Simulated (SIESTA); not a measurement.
The system is HfB.

```
Hf B
1.0
     0.00000    2.31000    2.31000
     2.31000    0.00000    2.31000
     2.31000    2.31000    0.00000
Hf B
1 1
Direct
  0.50000 0.50000 0.50000
  0.00000 0.00000 0.00000
```

Program: SIESTA 5.4.2. Alike in all runs: task band structure; potentials or basis PseudoDojo 0.4 standard (PBE files), DZP (energy shift 0.003 Ry; two zetas on semicore shells); no spin polarisation; cell as given; k mesh 10 × 10 × 10; smearing fermi-dirac 0.05 eV; grid cutoff 800 Ry; energy shift 0.003 Ry. Hardware: 1 thread of Intel(R) Xeon(R) 6975P-C (Granite Rapids), with other jobs on the host.

**Question.** Order these runs on this cell by their wall time, lowest first.
A. level PBE+U; U Hf d U = 2 eV
B. level PBE
C. level PBE+U; U Hf d U = 6 eV

**Answer.** B (78 s), A (300 s), C (940 s).

Caveats: U without spin polarisation on a metal has little footing (some runs); the U is typed as a test and isn't derived for this compound (some runs).
